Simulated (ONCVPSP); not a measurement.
# Cu: the cost of one run

Method: ONCVPSP 4.0.1.1 (patched build), PBE, scalar-relativistic.

### Step 1. The atom and the settings

The settings as typed:

```
element                 : copper (Cu, Z = 29)
type                    : optimised norm-conserving Vanderbilt (ONCV)
frozen core             : [Ne]
valence charge          : 19
reference configuration : 3s2 3p6 3d10 (charge +1)
partial waves           : 3s: rc 0.75 bohr, ncon 4, nbas 7, qcut 8.5 1/bohr, 2 projectors, debl 3.8 Ha; 3p: rc 0.95 bohr, ncon 4, nbas 7, qcut 15.8 1/bohr, 2 projectors, debl 0.9 Ha; 3d: rc 1.30 bohr, ncon 4, nbas 9, qcut 14.2 1/bohr, 2 projectors, debl 3.4 Ha; f scattering state at 0.23 Ha: rc 1.05 bohr, ncon 4, nbas 7, qcut 9.1 1/bohr, 1 projector
local potential         : polynomial inside 0.70 bohr (lpopt 4, dvloc0 0 Ha)
core correction         : Teter function, fcfact 1.5, rcfact 1.6
```

The nodes and maxima of the atom's own shells, from an earlier all-electron run, set the scale for the radii.

All-electron outer shells of the reference configuration (PBE, scalar-relativistic, ld1.x):

```csv
shell,level (eV),outermost node (bohr),outermost maximum (bohr)
3s,-123.32,0.29,0.61
3p,-80.79,0.26,0.62
3d,-13.66,–,0.60
4s,-11.89,0.89,2.13
4p,-6.55,0.97,2.81
```

### Step 2. The generation run

The input, Cu.dat:

```
# ATOM AND REFERENCE CONFIGURATION
# atsym  z   nc   nv     iexc    psfile
  Cu 29.00    3    3        4      upf
#
#   n    l    f
    1    0    2.00
    2    0    2.00
    2    1    6.00
    3    0    2.00
    3    1    6.00
    3    2   10.00
#
# PSEUDOPOTENTIAL AND OPTIMIZATION
# lmax
    3
#
#   l,   rc,      ep,       ncon, nbas, qcut
    0    0.75    0.00    4    7    8.50
    1    0.95    0.00    4    7   15.80
    2    1.30    0.00    4    9   14.20
    3    1.05    0.23    4    7    9.10
#
# LOCAL POTENTIAL
# lloc, lpopt,  rc(5),   dvloc0
    4    4    0.70    0.00
#
# VANDERBILT-KLEINMAN-BYLANDER PROJECTORs
# l, nproj, debl
    0    2    3.80
    1    2    0.90
    2    2    3.40
    3    1    1.30
#
# MODEL CORE CHARGE
# icmod, fcfact, rcfact
    3    1.50    1.60
#
# LOG DERIVATIVE ANALYSIS
# epsh1, epsh2, depsh
   -6.00    5.00    0.04
#
# OUTPUT GRID
# rlmax, drl
    6.00    0.01
#
# TEST CONFIGURATIONS
# ncnf
    4
# nvcnf
#   n    l    f
    4
    3    0    2.00
    3    1    6.00
    3    2   10.00
    4    0    1.00
#
    3
    3    0    2.00
    3    1    6.00
    3    2    9.00
#
    3
    3    0    2.00
    3    1    6.00
    3    2    8.00
#
    4
    3    0    2.00
    3    1    6.00
    3    2   10.00
    4    1    1.00
#
```

Launch:

```console
oncvpsp.x < Cu.dat > Cu.out
```

**Question.** How long does this run take on 1 thread of Neoverse-N1, shared host?

About 6 s.
